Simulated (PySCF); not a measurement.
# [HfO(OH)]+: other functionals and bases at one geometry

An exercise on one series of results from a longer session: the logs are not shown, and one member is left open.

Method: several levels, as the steps say, no spin–orbit coupling; program: PySCF 2.14.0.

1 further run of the same task is left out (for a known fault of the program).

## Where the work starts

4 atoms, charge 1, spin multiplicity 1.

Bond lengths: Hf1–O2 1.719 Å, Hf1–O3 1.879 Å, O3–H4 0.968 Å. Angles: O2–Hf1–O3 105.4°, Hf1–O3–H4 141.6°.

Geometry (Å):

```xyz
4

Hf    0.0036   -0.0343   -0.4532
O     1.0655    0.0258    0.8970
O    -1.7283    0.0254    0.2728
H    -2.1948    0.0720    1.1193
```

Formal oxidation states: Hf +4. An earlier session relaxed this geometry at PBE0, Hf def2-SVP with ECP60, O def2-SVP, H def2-SVP (singlet, point group Cs).

At PBE0 on the finer grid: E = -198.563675 Eh, HOMO -14.22 eV, LUMO -8.85 eV, Mulliken charge on Hf1 +1.34 e, largest force component 0.016 eV/Å. 

Levels to run: PBE; TPSSh; PBE0, TZVP. Hardware: 2 threads of Arm Neoverse V1, shared host.

Set-up of the first run:

run.py (the lines that set the calculation)

```python
mol = gto.M(atom='''
Hf     0.00355    -0.03430    -0.45317
O      1.06546     0.02581     0.89703
O     -1.72833     0.02538     0.27279
H     -2.19479     0.07199     1.11926''',
    basis={'Hf': 'def2-SVP', 'O': 'def2-SVP', 'H': 'def2-SVP'},
    ecp={'Hf': 'def2-SVP'},
    charge=1, spin=0)
mf = dft.RKS(mol, xc='PBE')
mf.grids.atom_grid = (75, 302)
mf = mf.density_fit()  # fitting sets: Hf def2-universal-JKFIT, O def2-universal-JKFIT, H def2-universal-JKFIT
mf.conv_tol = 1e-08; mf.max_cycle = 55
mf.kernel(dm0)  # dm0: the density of the relaxed state
```

Launch:

```
> OMP_NUM_THREADS=2 python run.py
```

Steps of the session up to this table: PBE; TPSSh; PBE0, TZVP.

One table of the session follows, with a row left open; its other results are not shown here.

| level | HOMO (eV) | gap (eV) | charge on Hf1 (e) | dipole (D) | largest force component (eV/Å) |
| --- | --- | --- | --- | --- | --- |
| PBE0 (relaxed here) | -14.22 | 5.36 | 1.34 | 4.53 | 0.02 |
| PBE | ? | ? | ? | ? | ? |
| TPSSh | -13.30 | 4.19 | 1.33 | 4.41 | 0.80 |
| PBE0, TZVP | -14.22 | 5.32 | 1.64 | 4.68 | 0.47 |

Estimate the missing values for PBE.

As computed: HOMO (eV): -12.68; gap (eV): 2.98; charge on Hf1 (e): 1.21; dipole (D): 4.02; largest force component (eV/Å): 1.07. In the column «HOMO (eV)» it is the highest.

The dipole of a charged species depends on the origin, so these sizes hold for this origin alone.

In one basis the HOMO–LUMO gap runs from 2.98 eV (PBE) to 5.36 eV (PBE0). The largest leftover force, 1.07 eV/Å with PBE, stands at a geometry relaxed at another level. Total energies of different levels can't be compared.
